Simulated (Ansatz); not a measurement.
# Si9O16: the cost of one run

All numbers below are computed with Ansatz 0.2.0 (DFT PBE+D3(BJ), plane waves, PAW, scalar-relativistic, no spin polarisation).

## (1) The starting structure

The cell holds 25 atoms (O16Si9): a = 5.804 Å, b = 5.804 Å, c = 5.283 Å, α = 90.00°, β = 90.00°, γ = 90.00°.

Structure file:

```xyz
25
Lattice="-4.1043 -4.1043 0.0000 4.1043 -4.1043 0.0000 0.0000 0.0000 5.2834" Properties=species:S:1:pos:R:3 pbc="T T T"
Si    0.0000   -4.1043    0.0000
Si    2.0522   -2.0522    1.3209
O     1.2530   -2.8513    0.0000
O     0.7991   -0.7991    1.3209
O    -1.2530   -5.3573    0.0000
O     3.3052   -3.3052    1.3209
Si    0.0000   -4.1043    2.6417
Si    2.0522   -2.0522    3.9626
O     1.2530   -2.8513    2.6417
O     0.7991   -0.7991    3.9626
O    -1.2530   -5.3573    2.6417
O     3.3052   -3.3052    3.9626
Si    0.0000    0.0000    0.0000
Si   -2.0522   -2.0522    1.3209
O    -2.8513   -2.8513    0.0000
O     0.7991   -4.9034    1.3209
O    -1.2530   -1.2530    0.0000
O    -0.7991   -3.3052    1.3209
Si    0.0000    0.0000    2.6417
Si   -2.0522   -2.0522    3.9626
O    -2.8513   -2.8513    2.6417
O     0.7991   -4.9034    3.9626
O    -1.2530   -1.2530    2.6417
O    -0.7991   -3.3052    3.9626
Si    0.5738   -6.4693    1.3089
```

## (2) Relaxing end A

input.yaml

```yaml
crystal:
  lattice:
    - [-4.1043, -4.1043, 0.0]
    - [4.1043, -4.1043, 0.0]
    - [0.0, 0.0, 5.2834]
  atoms:
    - { symbol: Si, position: [0.5, 0.5, 0.0] }
    - { symbol: Si, position: [0.0, 0.5, 0.25] }
    - { symbol: O, position: [0.1947, 0.5, 0.0] }
    - { symbol: O, position: [0.0, 0.1947, 0.25] }
    - { symbol: O, position: [0.8053, 0.5, 0.0] }
    - { symbol: O, position: [0.0, 0.8053, 0.25] }
    - { symbol: Si, position: [0.5, 0.5, 0.5] }
    - { symbol: Si, position: [0.0, 0.5, 0.75] }
    - { symbol: O, position: [0.1947, 0.5, 0.5] }
    - { symbol: O, position: [0.0, 0.1947, 0.75] }
    - { symbol: O, position: [0.8053, 0.5, 0.5] }
    - { symbol: O, position: [0.0, 0.8053, 0.75] }
    - { symbol: Si, position: [0.0, 0.0, 0.0] }
    - { symbol: Si, position: [0.5, 0.0, 0.25] }
    - { symbol: O, position: [0.6947, 0.0, 0.0] }
    - { symbol: O, position: [0.5, 0.6947, 0.25] }
    - { symbol: O, position: [0.3053, 0.0, 0.0] }
    - { symbol: O, position: [0.5, 0.3053, 0.25] }
    - { symbol: Si, position: [0.0, 0.0, 0.5] }
    - { symbol: Si, position: [0.5, 0.0, 0.75] }
    - { symbol: O, position: [0.6947, 0.0, 0.5] }
    - { symbol: O, position: [0.5, 0.6947, 0.75] }
    - { symbol: O, position: [0.3053, 0.0, 0.5] }
    - { symbol: O, position: [0.5, 0.3053, 0.75] }
    - { symbol: Si, position: [0.718214, 0.8580197, 0.2477346] }
basis:
  ecutwfc: 420.0
kpoints:
  mp_grid: { grid: [3, 3, 3] }
hamiltonian:
  xc: pbe
  dispersion: d3bj
  pseudopotentials: { kind: paw, azcp: { folder: soft_1 } }
scf:
  occupations: { method: fermi_dirac, width: 0.02 }
  lower_state_search: "off"
relax:
  f_tol: 0.03
  max_steps: 60
  adjacent_minimum: "off"
```

Launch:

```bash
> ansatz run input.yaml --threads 2 --pin off --max-ram 5120MiB --backend cpu --events-out ev --progress --plain --runs-dir out
```

**Question.** How long does this run take on 2 threads of Arm Neoverse V2, shared host, and how much memory does it need?

About 3 min, with a peak of 0.54 GiB.
